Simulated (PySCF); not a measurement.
# C2H10N2Si: the cost of one run

Computed with PySCF 2.14.0, with density-fitted response routines of our own, on a single molecule in the gas phase. Atoms count from 0, in the outputs and in this text.

### 1 The molecule as given

15 atoms, charge 0, multiplicity 1; geometry from: PBE0-D3(BJ)/def2-SVP.

Bonds of the start (Å): C0–Si1 1.88, Si1–C2 1.88, Si1–N3 1.73, Si1–N4 1.73, C0–H5 1.10, C0–H6 1.10, C0–H7 1.10, C2–H8 1.10, C2–H9 1.10, C2–H10 1.10, N3–H11 1.01, N3–H12 1.01, N4–H13 1.01, N4–H14 1.01.

### 2 Shielding tensors: PBE0/6-31G*

What the job is given:

```
{"job": {"kind": "nmr", "xc": "PBE0", "basis": "6-31G*", "pop": true}, "charge": 0, "multiplicity": 1}
C      1.622209    -0.288653     0.629125
Si    -0.156375    -0.138231     0.032805
C     -0.340684     1.476190    -0.914213
N     -0.702908    -1.373293    -1.055283
N     -1.131553    -0.315220     1.455142
H      1.885325     0.511285     1.341203
H      2.326489    -0.220610    -0.215148
H      1.785881    -1.254932     1.132128
H     -0.022109     2.333527    -0.300473
H      0.278910     1.477968    -1.826753
H     -1.386373     1.641993    -1.217157
H     -0.491125    -1.312389    -2.044098
H     -0.712219    -2.337989    -0.743474
H     -2.141160    -0.258847     1.382416
H     -0.809482     0.061276     2.338728
```

Level: GIAO PBE0/6-31G* NMR shielding, non-relativistic, gas phase.

Run with:

```bash
$ OMP_NUM_THREADS=1 python probes_run.py task.json out
```

One launch serves the whole session: the jobs run in the order shown.

**Question.** How long does this first job take on 1 thread of Arm Neoverse V1, shared host, and how much memory does it need?

About 8.1 s, with a peak of 0.58 GiB.
